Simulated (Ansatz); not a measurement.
# GaP: the cost of one run

Computed with Ansatz 0.2.0 (DFT PBE, scalar-relativistic, plane waves, PAW, unless a step's input says otherwise).

1 further run of the same task is left out (set aside as unsound or not needed).

### 1 Starting point

Symmetry: Fd-3m, No. 227, cubic system. Conventional cell: a = 5.470 Å, b = 5.470 Å, c = 5.470 Å, α = 90.00°, β = 90.00°, γ = 90.00°. Si (site symmetry -43m) has 4 Si at 2.37 Å as nearest neighbours.

Coordinates:

```cif
data_structure
_symmetry_space_group_name_H-M 'P 1'
_symmetry_Int_Tables_number 1
_cell_length_a 3.8677
_cell_length_b 3.8677
_cell_length_c 3.8677
_cell_angle_alpha 60.000
_cell_angle_beta 60.000
_cell_angle_gamma 60.000
_cell_volume 40.91
loop_
_atom_site_label
_atom_site_type_symbol
_atom_site_fract_x
_atom_site_fract_y
_atom_site_fract_z
_atom_site_occupancy
Si1 Si 0.50000 0.50000 0.50000 1
Si2 Si 0.75000 0.75000 0.75000 1
```

It is the result of an earlier relaxation at this level (volume 20.46 Å³/atom; gap on the mesh: 0.62 eV).

### 2 GaP strained to the base's plane

The (110) plane of GaP is fitted to the (110) plane of Si, a strain of -0.6 % along x and -0.6 % along y; the third vector and the atoms relax.

Input file input.yaml:

```yaml
crystal:
  lattice:
    - [3.8677061084, 0.0, 0.0]
    - [0.0, 5.4697624338, 0.0]
    - [-1.9338530542, 2.7348812169, 1.9614251459]
  atoms:
    - { symbol: Ga, position: [0.0, 0.0, 0.0] }
    - { symbol: P, position: [0.5, 0.25, 0.0] }
basis:
  ecutwfc: 420
kpoints:
  mp_grid: { grid: [7, 5, 13] }
hamiltonian:
  xc: pbe
scf:
  occupations: { method: gaussian, width: 0.02 }
output:
  forces: true
  stress: true
  eigenvalues: true
relax:
  adjacent_minimum: "off"
  f_tol: 0.01
  max_steps: 50
  cell: { fix: [a, b, gamma], stress_tol: 0.1 }
```

On the command line:

```sh
> ansatz run input.yaml --threads 4 --pin off --max-ram 10240MiB --backend cpu --events-out ev --progress --plain --runs-dir out
```

What time and memory should one allow on 4 threads of AMD EPYC 7R43 (Zen 3), shared host?

About 14 s, with a peak of 0.52 GiB.
